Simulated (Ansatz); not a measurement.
# CH₄BClS: basis-set convergence

The task here is to estimate one member of a computed series from the others.

The runs use Ansatz 0.2.0, Gaussian basis; one geometry, several basis sets.

The runs, in order: PBE0-D4/def2-SVP; ωB97M-V/def2-SVP; PBE0-D4/def2-QZVPP; ωB97M-V/def2-QZVPP; the functionals' def2-TZVPP values are taken from earlier runs.

## The geometry

The geometry comes from an earlier relaxation with PBE0-D4 in a triple-zeta def2 set; it is a stationary point, not always the lowest conformer.

SMILES `CSBCl`, 8 atoms, charge 0, spin multiplicity 1.

Atoms are counted from 1 here; the program's logs count them from 0.

Bond lengths: C1–S2 1.810 Å, C1–H5 1.088 Å, C1–H6 1.089 Å, C1–H7 1.089 Å, S2–B3 1.766 Å, B3–Cl4 1.749 Å, B3–H8 1.191 Å. Angles: S2–C1–H5 110.2°, S2–C1–H6 109.0°, S2–C1–H7 109.0°, H5–C1–H6 109.7°, H5–C1–H7 109.7°, H6–C1–H7 109.3°, C1–S2–B3 103.2°, S2–B3–Cl4 119.0°, S2–B3–H8 121.7°, Cl4–B3–H8 119.3°.

Set-up of the first run:

Input file in.yaml:

```yaml
crystal:
  periodic: [false, false, false]
  atoms:
    - {symbol: C, position_ang: [-0.471022, 1.184187, 0.216309]}
    - {symbol: S, position_ang: [0.979414, 0.341070, -0.461897]}
    - {symbol: B, position_ang: [0.578935, -1.367647, -0.269571]}
    - {symbol: Cl, position_ang: [1.728254, -2.572206, -0.805594]}
    - {symbol: H, position_ang: [-1.201928, 0.455274, 0.560890]}
    - {symbol: H, position_ang: [-0.157767, 1.812583, 1.049099]}
    - {symbol: H, position_ang: [-0.912200, 1.808693, -0.559483]}
    - {symbol: H, position_ang: [-0.451485, -1.719054, 0.214547]}
basis:
  gaussian: {orbitals: def2-SVP}
hamiltonian: {xc: pbe0, dispersion: d4}
output: {orbitals: {seedname: orbitals}}
```

Among the steps run: PBE0-D4 in def2-SVP; ωB97M-V in def2-SVP; PBE0-D4 in def2-QZVPP; ωB97M-V in def2-QZVPP.

One table of the session follows, with a row left open; its other results are not shown here.

It belongs to the step «Functionals by basis». 

| functional | basis | HOMO (eV) |
| --- | --- | --- |
| PBE0-D4 | def2-SVP | -7.65 |
| PBE0-D4 | def2-TZVPP | -7.72 |
| PBE0-D4 | def2-QZVPP | ? |
| ωB97M-V | def2-SVP | -9.74 |
| ωB97M-V | def2-TZVPP | -9.85 |
| ωB97M-V | def2-QZVPP | -9.88 |

**Question.** Estimate the row for PBE0-D4, def2-QZVPP.

The run gave: HOMO (eV): -7.74. In the column «HOMO (eV)» it lies between ωB97M-V, def2-SVP (-9.74) and PBE0-D4, def2-TZVPP (-7.72).
